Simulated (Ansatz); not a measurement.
# FIrO: the cost of one run

Program: Ansatz 0.2.0. Level of theory: the levels named in each step. These are calculated values, not measurements.

### 1 Starting point

Bond lengths: O1–Ir2 1.562 Å, Ir2–F3 1.678 Å. Angles: O1–Ir2–F3 180.0°.

Structure file:

```xyz
3

O     0.0000    0.0000   -1.6009
Ir    0.0000    0.0000   -0.0388
F     0.0000    0.0000    1.6397
```

### 2 A rough first relaxation, PBE-D4/def2-SVP

The input, input.yaml:

```yaml
crystal:
  periodic: [false, false, false]
  atoms:
    - { symbol: O, position_ang: [0.0, 0.0, -1.60089] }
    - { symbol: Ir, position_ang: [0.0, 0.0, -0.0388] }
    - { symbol: F, position_ang: [0.0, 0.0, 1.63969] }
basis:
  gaussian: { orbitals: def2-SVP }
hamiltonian:
  xc: pbe
  dispersion: d4
relax:
  f_tol: 0.03
  max_steps: 200
```

On the command line:

```sh
$ ansatz run input.yaml --threads 2 --pin off --max-ram 5120MiB --backend cpu --events-out ev --progress --plain --runs-dir out
```

Q: Estimate wall time and peak memory on 2 threads of Arm Neoverse V2, shared host.

About 6.1 s, with a peak of 0.11 GiB.
